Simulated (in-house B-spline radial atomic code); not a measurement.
**Ho⁺: excited configurations**

Wanted: excitation energies of Ho⁺ as differences of total energies (ΔSCF).

Method: scalar-relativistic (spin-free one-electron X2C) B3LYP, spin-polarised, spherical density, exact exchange averaged over the configuration, Fermi nucleus, basis-set limit. Code: in-house B-spline radial atomic code version 1.

## 1. The atom as given

```
element       : holmium (Z = 67)
charge        : +1
electrons     : 66
configuration : [Xe] 4f11 6s1
Hamiltonian   : scalar-relativistic (X2C)
nucleus       : Fermi, rms radius 5.202 fm
```

Outer shells as boxes (Hund's rule):

[Xe] 4f11 6s1
```
[Xe] core
4f [↑↓][↑↓][↑↓][↑↓][↑ ][↑ ][↑ ]
6s [↑ ]
```

Where spins are not typed, each open shell is filled with up spins first.

Input settings:

```ini
Z = 67
electrons = 66.0
configuration = [Xe] 4f11 6s1
hamiltonian = x2c
method = b3lyp
spin_polarised = True
nucleus = fermi
rms_radius = 5.2022
mass_number = 165
atomic_mass = 164.930329116
speed_of_light = 137.035999084
exact_exchange = averaged over the configuration
```

The reference is known from an earlier run: -12616.038180 hartree in all. Up to eight levels, counted from the top:

```csv
orbital,occupation,energy (eV),<r> (bohr)
4d down,5,-168.30,0.5977
5s up,1,-59.798,1.279
5s down,1,-58.377,1.288
5p up,3,-34.307,1.517
5p down,3,-33.256,1.529
4f up,7,-12.828,0.8295
4f down,4,-10.274,0.8595
6s up,1,-9.820,3.656
```

## 2. [Xe] 4f10 6s1 7p1

Input settings:

```ini
Z = 67
electrons = 66.0
configuration = [Xe] 4f10 6s1 7p1
hamiltonian = x2c
method = b3lyp
spin_polarised = True
nucleus = fermi
rms_radius = 5.2022
mass_number = 165
atomic_mass = 164.930329116
speed_of_light = 137.035999084
exact_exchange = averaged over the configuration
```

Run with:

```sh
python run_scf.py task.json out
```

One command runs all members of the session, one after another, from task.json.

## 3. [Kr] 4d9 4f11 5s2 5p6 6s1 6f1

Changes to the settings of step 2:

```diff
@@ -2,3 +2,3 @@
 electrons = 66.0
-configuration = [Xe] 4f10 6s1 7p1
+configuration = [Kr] 4d9 4f11 5s2 5p6 6s1 6f1
 hamiltonian = x2c
```

## 4. Run with [Kr] 4d9 4f11 5s2 5p6 6s1 7p1

Changes to the settings of step 3:

```diff
@@ -2,3 +2,3 @@
 electrons = 66.0
-configuration = [Kr] 4d9 4f11 5s2 5p6 6s1 6f1
+configuration = [Kr] 4d9 4f11 5s2 5p6 6s1 7p1
 hamiltonian = x2c
```

## 5. Run with [Kr] 4d9 4f11 5s2 5p6 6s1 6d1

Changes to the settings of step 4:

```diff
@@ -2,3 +2,3 @@
 electrons = 66.0
-configuration = [Kr] 4d9 4f11 5s2 5p6 6s1 7p1
+configuration = [Kr] 4d9 4f11 5s2 5p6 6s1 6d1
 hamiltonian = x2c
```

## 6. Configuration [Xe] 4f11 6f1

Changes to the settings of step 5:

```diff
@@ -2,3 +2,3 @@
 electrons = 66.0
-configuration = [Kr] 4d9 4f11 5s2 5p6 6s1 6d1
+configuration = [Xe] 4f11 6f1
 hamiltonian = x2c
```

## 7. Run with [Xe] 4f10 6s1 6f1

Changes to the settings of step 6:

```diff
@@ -2,3 +2,3 @@
 electrons = 66.0
-configuration = [Xe] 4f11 6f1
+configuration = [Xe] 4f10 6s1 6f1
 hamiltonian = x2c
```

How far above the reference does each configuration lie (order and size, in eV)?

The runs gave:

| net move | configuration | 2|M_S|+1 | energy above the reference (eV) | largest <r> (bohr) |
| --- | --- | --- | --- | --- |
| 6s → 6f | [Xe] 4f11 6f1 | 5 | 9.622 | 14.6 |
| 4f → 7p | [Xe] 4f10 6s1 7p1 | 7 | 10.392 | 8.64 |
| 4f → 6f | [Xe] 4f10 6s1 6f1 | 7 | 12.582 | 13.6 |
| 4d → 6d | [Kr] 4d9 4f11 5s2 5p6 6s1 6d1 | 7 | 168.22 | 6.79 |
| 4d → 7p | [Kr] 4d9 4f11 5s2 5p6 6s1 7p1 | 7 | 168.60 | 8.63 |
| 4d → 6f | [Kr] 4d9 4f11 5s2 5p6 6s1 6f1 | 7 | 170.80 | 13.6 |

What this shows: At the bottom stands 6s → 6f (9.622 eV), at the top 4d → 6f (170.80 eV). 3 of them lie more than 60 % above minus the reference's highest level (9.820 eV), in the range where a state can decay by emitting an electron. The reference has 2|M_S|+1 = 5; 5 of the configurations differ from it in spin. These are spherical averages at the typed spins, not spectroscopic levels.
